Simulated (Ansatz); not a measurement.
# CHGeO+ (singlet): the correlation ladder, cc-pVDZ

The task here is to estimate one member of a computed series from the others.

Method: cc-pVDZ, core rule «outside noble gas», up to 16 orbitals frozen; program: Ansatz 0.2.0, Gaussian basis.

Plan: UHF; CCSD(T) on RHF; BCCD(T) on RHF; CISD; CCSDT(Q) on RHF; CASSCF and MRCISD+Q, 8 electrons in 8 orbitals; CASSCF and NEVPT4(SD), 8 electrons in 8 orbitals; CASSCF and NEVPT2, 8 electrons in 8 orbitals.

22 further runs of the same task are left out: 8 that didn't finish, 14 set aside as unsound or not needed.

**The geometry**

The geometry is a PBE0/def2-TZVP stationary point (not a proven minimum) of the parent state, kept for this charge and spin. No spin-orbit coupling is included. The filled d shell of Ge may be among the frozen orbitals whatever the setting's name suggests; the logs give the count.

4 atoms, charge 1, spin multiplicity 1.

Atoms are counted from 1 here; the program's logs count them from 0.

Bond lengths: C1–O2 1.126 Å, Ge3–H4 1.600 Å.

Set-up of the first run:

in.yaml reads:

```yaml
crystal:
  periodic: [false, false, false]
  atoms:
    - {symbol: C, position_ang: [0.000000, -0.012354, 2.913288]}
    - {symbol: O, position_ang: [0.000000, 0.034705, 1.788286]}
    - {symbol: Ge, position_ang: [0.000000, -0.027169, -0.866924]}
    - {symbol: H, position_ang: [0.000000, 1.554329, -0.623801]}
basis:
  gaussian: {orbitals: cc-pVDZ}
total_charge: 1
magnetization: {spin_polarized: true, initial_magnetization: 0}
hamiltonian: {xc: hf}
output: {orbitals: {seedname: orbitals}}
```

Launch:

```bash
$ ansatz run in.yaml --threads 1 --pin off --events-out ev --progress --plain --max-ram 2393MiB
```

Among the steps run: UHF; CCSD(T) on RHF; BCCD(T) on RHF; CISD; CCSDT(Q) on RHF; CASSCF and MRCISD+Q, 8 electrons in 8 orbitals; CASSCF and NEVPT4(SD), 8 electrons in 8 orbitals; CASSCF and NEVPT2, 8 electrons in 8 orbitals.

One table of the session follows, with a row left open; its other results are not shown here.

```
           method  from RCCSDT(Q) (kcal/mol)
              RHF                    +239.49
             RMP2                     +27.52
             CISD                          ?
            RCCSD                      +8.47
         RCCSD(T)                      +1.15
          BCCD(T)                      +1.05
           RCCSDT                      +0.66
        RCCSDT(Q)                          0
  CASSCF frontier                    +157.69
  MRCISD frontier                     +14.54
MRCISD+Q frontier                      +0.77
```

Estimate the missing values for CISD.

**Answer.** from RCCSDT(Q) (kcal/mol): +32.51. In the column «from RCCSDT(Q) (kcal/mol)» it lies between RMP2 (+27.52) and CASSCF frontier (+157.69).

Not comparable, so not listed: CASSCF and NEVPT4(SD), 8 electrons in 8 orbitals; CASSCF and NEVPT2, 8 electrons in 8 orbitals (they don't share determinant, frozen orbitals or solution with the rows shown, or repeat one).

Caveats from the session: Warnings in the runs' records: passed over end.
